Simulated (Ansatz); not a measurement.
# C₂H₇AlSi₂: one species, many methods

How much do the methods differ for C₂H₇AlSi₂? The plan is to run it at one geometry with functionals of several rungs and with coupled cluster. The yardstick is the atomisation energy at the CCSD(T) limit.

Method: functionals in def2-TZVPP, the program's frozen cores in correlated methods; program: Ansatz 0.2.0, Gaussian basis.

Levels to be run: LDA (SPW92), PBE-D4, revPBE-D4, BLYP-D4, r2SCAN-D4, B97M-V, PBE0-D4, B3LYP-D4, r2SCANh-D4, r2SCAN0-D4, HSE06-D4, BHLYP-D4, CAM-B3LYP-D4, LC-ωPBE, ωB97X-V, ωB97M-V, B2PLYP, PBE-QIDH; CCSD(T)/def2-SVP; CCSD(T)/def2-TZVPP; MP2/def2-QZVPP; extrapolation to the limit; RPA on PBE.

### 1 Structure used throughout

An earlier PBE0-D4 in a triple-zeta def2 set relaxation fixed the geometry.

SMILES `C#C[SiH2][AlH][SiH3]`, 12 atoms, charge 0, spin multiplicity 1.

Atoms are counted from 1 here; the program's logs count them from 0.

Bond lengths: C1–C2 1.235 Å, C1–H6 1.070 Å, C2–Si3 1.841 Å, Si3–Al4 2.466 Å, Si3–H7 1.483 Å, Si3–H8 1.483 Å, Al4–Si5 2.442 Å, Al4–H9 1.585 Å, Si5–H10 1.493 Å, Si5–H11 1.492 Å, Si5–H12 1.492 Å. Angles: C2–C1–H6 161.3°, C1–C2–Si3 148.8°, C2–Si3–Al4 61.3°, C2–Si3–H7 109.0°, C2–Si3–H8 108.6°, Al4–Si3–H7 124.0°, Al4–Si3–H8 124.2°, H7–Si3–H8 111.4°, Si3–Al4–Si5 113.4°, Si3–Al4–H9 114.6°, Si5–Al4–H9 129.3°, Al4–Si5–H10 112.9°, Al4–Si5–H11 110.2°, Al4–Si5–H12 112.3°, H10–Si5–H11 106.9°, H10–Si5–H12 106.8°, H11–Si5–H12 107.3°.

### 2 LDA

This LDA is Slater exchange with PW92 correlation.

in.yaml

```yaml
crystal:
  periodic: [false, false, false]
  atoms:
    - {symbol: C, position_ang: [0.761853, 1.506865, 0.983850]}
    - {symbol: C, position_ang: [1.018902, 0.385299, 1.432497]}
    - {symbol: Si, position_ang: [0.587120, -1.400897, 1.549542]}
    - {symbol: Al, position_ang: [-0.926348, 0.105065, 0.316449]}
    - {symbol: Si, position_ang: [-0.591708, 0.051443, -2.102232]}
    - {symbol: H, position_ang: [0.835306, 2.551144, 0.762367]}
    - {symbol: H, position_ang: [0.414682, -1.764290, 2.976821]}
    - {symbol: H, position_ang: [1.671615, -2.190846, 0.918257]}
    - {symbol: H, position_ang: [-2.184050, 0.598855, 1.145531]}
    - {symbol: H, position_ang: [-0.776819, 1.386580, -2.743918]}
    - {symbol: H, position_ang: [0.795405, -0.396154, -2.421654]}
    - {symbol: H, position_ang: [-1.528859, -0.888266, -2.783410]}
basis:
  gaussian: {orbitals: def2-TZVPP}
hamiltonian: {xc: lda}
output: {orbitals: {seedname: orbitals}}
```

The runs that follow: PBE-D4 (GGA); revPBE-D4 (GGA); BLYP-D4 (GGA); r2SCAN-D4 (meta-GGA); B97M-V (meta-GGA); PBE0-D4 (hybrid); B3LYP-D4 (hybrid); r2SCANh-D4 (hybrid); r2SCAN0-D4 (hybrid); HSE06-D4 (hybrid); BHLYP-D4 (hybrid); CAM-B3LYP-D4 (range-separated); LC-ωPBE (range-separated); ωB97X-V (range-separated); ωB97M-V (range-separated); B2PLYP (double hybrid); PBE-QIDH (double hybrid); CCSD(T) in def2-SVP; CCSD(T) in def2-TZVPP; MP2 in def2-QZVPP; RPA on PBE orbitals.

Before running them: what should the planned runs give, taken together? Wanted: atomisation energy, CCSD(T)/CBS; farthest beyond LDA; mean size of error, GGA; mean size of error, meta-GGA; mean size of error, hybrid; mean size of error, range-separated; mean size of error, double hybrid; gap, smallest and largest; T1 diagnostic.

As calculated:

| quantity | value |
| --- | --- |
| atomisation energy, CCSD(T)/CBS | 3937.3 kJ/mol |
| functionals within 19.7 kJ/mol (0.5 %) | PBE0-D4, B3LYP-D4, r2SCANh-D4, HSE06-D4, CAM-B3LYP-D4, ωB97X-V, ωB97M-V |
| farthest beyond LDA | BHLYP-D4 (-89.8 kJ/mol) |
| mean size of error, GGA | 36.3 kJ/mol |
| mean size of error, meta-GGA | 31.4 kJ/mol |
| mean size of error, hybrid | 25.4 kJ/mol |
| mean size of error, range-separated | 18.2 kJ/mol |
| mean size of error, double hybrid | 45.8 kJ/mol |
| gap, smallest and largest | 3.77 eV (LDA (SPW92)), 10.00 eV (LC-ωPBE) |
| T1 diagnostic | 0.0150 |
| triples share of the correlation energy | 4.6 % |

**Reading.** LDA overbinds by 476.5 kJ/mol (12 %). PBE-D4 is off by +31.4 kJ/mol. Double hybrids carry the basis error of their MP2 part in triple zeta, and no dispersion term here, so their miss is partly the set-up's. Taken by rung, range-separated functionals do best (18.2 kJ/mol on average) and double hybrid ones worst beyond LDA (45.8 kJ/mol). The gap between the best rungs is small, so their order is not settled. The reference freezes the cores and leaves out relativity and excitations past (T), so misses under about 19.7 kJ/mol can't be ranked. Hartree-Fock recovers 74 % of the binding; the rest is correlation. CCSD(T) in def2-SVP is off by -231.9 kJ/mol, so the small basis spoils what the method gains. The gap grows from 3.8 to 10.0 eV across the functionals, mostly with the share of exact exchange.
